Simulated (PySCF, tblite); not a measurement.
**C₂H₈O₃Si₃: geometry, infrared bands and NMR shifts**

Aim: predict the infrared bands and NMR shifts of C₂H₈O₃Si₃ (`C#C[Si@@H](O[SiH3])O[SiH2]O`).

The runs use tblite 0.8.0 and PySCF 2.14.0, with density-fitted response routines of our own; the level of theory stands in each step. All values are computed, except where a source is named. Atoms count from 0, in the outputs and in this text.

## 1. The starting structure

16 atoms, charge 0, multiplicity 1; geometry from: force field or distance geometry start.

Bonds of the start (Å): C0–C1 1.22, C1–Si2 1.82, Si2–O3 1.68, O3–Si4 1.71, Si2–O5 1.73, O5–Si6 1.72, Si6–O7 1.69, C0–H8 1.07, Si2–H9 1.46, Si4–H10 1.46, Si4–H11 1.48, Si4–H12 1.47, Si6–H13 1.49, Si6–H14 1.48, O7–H15 1.00.

## 2. Relaxing the molecule with GFN2-xTB

The job: settings as JSON, then the geometry in Å.

```
{"job": {"kind": "relax", "xc": "GFN2-xTB", "basis": "xTB"}, "charge": 0, "multiplicity": 1}
C      1.651400     2.199300     0.808100
C      0.994500     1.193900     0.573300
Si     0.068300    -0.338800     0.270300
O      0.975800    -1.674200     0.736800
Si     2.630000    -1.254100     0.587700
O     -1.421600    -0.186000     1.129200
Si    -2.648200    -0.058600    -0.066300
O     -4.196500     0.158700     0.579300
H      2.215800     3.081000     1.022700
H     -0.245800    -0.412000    -1.157600
H      3.102400    -0.440200     1.704900
H      3.364600    -2.524700     0.437400
H      2.787900    -0.514900    -0.671400
H     -2.574500    -1.340800    -0.826400
H     -2.219000     1.033200    -0.963300
H     -4.492700     1.087100     0.358800
```

Run with:

```console
> OMP_NUM_THREADS=1 python probes_run.py task.json out
```

One launch serves the whole session: the jobs run in the order shown.

**Question.** This job is followed by: GFN2-xTB harmonic vibrations, gas phase; GIAO PBE0/pcSseg-1 NMR shielding, non-relativistic, gas phase. Predict these results of the whole session: strongest single infrared mode (GFN2-xTB); zero-point energy (GFN2-xTB); 13C shifts against TMS (PBE0/pcSseg-1); 1H shifts against TMS (PBE0/pcSseg-1, means over atoms taken as alike); 29Si shifts against TMS (PBE0/pcSseg-1); 17O shifts against H2O (PBE0/pcSseg-1); surface potential, 1st and 99th percentile.

The runs gave:

| quantity | value |
| --- | --- |
| strongest single infrared mode (GFN2-xTB) | 1109 cm⁻¹, 716 km/mol |
| zero-point energy (GFN2-xTB) | 56.9 kcal/mol |
| 13C shifts against TMS (PBE0/pcSseg-1) | 96.7, 90.1 ppm |
| 1H shifts against TMS (PBE0/pcSseg-1, means over atoms taken as alike) | 5.30, 5.20, 5.19, 4.71, 1.74, 1.44 ppm |
| 29Si shifts against TMS (PBE0/pcSseg-1) | -39.7, -43.0, -69.1 ppm |
| 17O shifts against H2O (PBE0/pcSseg-1) | 89.5, 47.1, 42.5 ppm |
| surface potential, 1st and 99th percentile | -0.85 V and 2.35 V |

What this shows: Over 269 steps the energy fell by 1.719 eV; of the close pairs, O5–Si6 changed most, 1.718 to 1.610 Å. All 42 modes are real, so the xTB geometry is a minimum. The strongest single mode, at 1109 cm⁻¹, moves mainly O5 and O3. GFN2-xTB is a fitted tight-binding method: band positions and strengths are rough. Its intensities can rank the bands wrongly. At PBE0/pcSseg-1: The widest tensor belongs to C1: span 291 ppm, with a paramagnetic part of -165 ppm.
